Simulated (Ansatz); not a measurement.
# Ag: response to strain

Ag is deformed so: zz strain of +2 %. What stress and forces result, by LAPW, PAW and all-electron datasets made for the crystal?

Method: DFT LDA, scalar-relativistic, in Ansatz 0.2.0.

### 1 The system as given

Symmetry: Fm-3m, No. 225, cubic system. The conventional cell has a = 4.086 Å, b = 4.086 Å, c = 4.086 Å, α = 90.00°, β = 90.00°, γ = 90.00°. Ag (site symmetry m-3m) is surrounded by 12 Ag at 2.89 Å.

As a file:

```cif
data_structure
_symmetry_space_group_name_H-M 'P 1'
_symmetry_Int_Tables_number 1
_cell_length_a 2.8894
_cell_length_b 2.8894
_cell_length_c 2.8894
_cell_angle_alpha 60.000
_cell_angle_beta 60.000
_cell_angle_gamma 60.000
_cell_volume 17.06
loop_
_atom_site_label
_atom_site_type_symbol
_atom_site_fract_x
_atom_site_fract_y
_atom_site_fract_z
_atom_site_occupancy
Ag1 Ag 0.00000 0.00000 0.00000 1
```

### 2 After the deformation

Space group Fm-3m before, I4/mmm after.

### 3 All-electron LAPW

Input file input.yaml:

```yaml
crystal:
  lattice:
    - [0.0, 2.0431, 2.083962]
    - [2.0431, 0.0, 2.083962]
    - [2.0431, 2.0431, 0.0]
  atoms:
    - { symbol: Ag, position: [0.0, 0.0, 0.0] }
kpoints:
  mp_grid: { grid: [15, 15, 15] }
  band_path:
    path:
      - [0.0, 0.0, 0.0]
      - [0.0, 0.5, 0.5]
      - [0.25, 0.75, 0.5]
      - [0.0, 0.5, 0.0]
      - [0.0, 0.0, 0.0]
      - [0.5, 0.5, 0.0]
      - [0.3701460977, 0.6298539023, 0.0]
      - [-0.3701460977, 0.3701460977, 0.0]
      - [0.0, 0.0, 0.0]
    npoints: 5
scf:
  occupations: { method: fermi_dirac, width: 0.05 }
hamiltonian:
  xc: lda
  pseudopotentials: { kind: all_electron, lapw: { basis_error: 0.001 } }
output:
  forces: true
  stress: true
  eigenvalues: true
```

Launch:

```sh
ansatz run input.yaml --threads 1 --pin off --max-ram 3072MiB --backend cpu --events-out ev --progress --plain --runs-dir out
```

### 4 Frozen-core PAW

Input file input.yaml:

```yaml
crystal:
  lattice:
    - [0.0, 2.0431, 2.083962]
    - [2.0431, 0.0, 2.083962]
    - [2.0431, 2.0431, 0.0]
  atoms:
    - { symbol: Ag, position: [0.0, 0.0, 0.0] }
kpoints:
  mp_grid: { grid: [15, 15, 15] }
scf:
  occupations: { method: fermi_dirac, width: 0.05 }
hamiltonian:
  xc: lda
  pseudopotentials: { kind: paw }
output:
  forces: true
  stress: true
  eigenvalues: true
  efg: { contact_densities: true }
```

### 5 Datasets made for this crystal

Changes to input.yaml since step 4:

```diff
@@ -13,3 +13,3 @@
   xc: lda
-  pseudopotentials: { kind: paw }
+  pseudopotentials: { kind: all_electron, datasets: crystal }
 output:
```

(Steps that only read results are left out.)

What does the calculation give? Wanted: pressure; largest shear or deviatoric stress.

As calculated:

| quantity | value |
| --- | --- |
| pressure | LAPW -9.18, PAW -9.18, crystal datasets -9.18 GPa |
| largest shear or deviatoric stress (LAPW) | 0.18 GPa |

The largest part of the stress beyond the pressure is 0.18 GPa in size, in the zz component. No run of the undeformed cell stands beside it, so the pressure holds what the given cell had before the change. PAW: stress within 0.01 GPa of LAPW. Crystal datasets: stress within 0.01 GPa of LAPW.
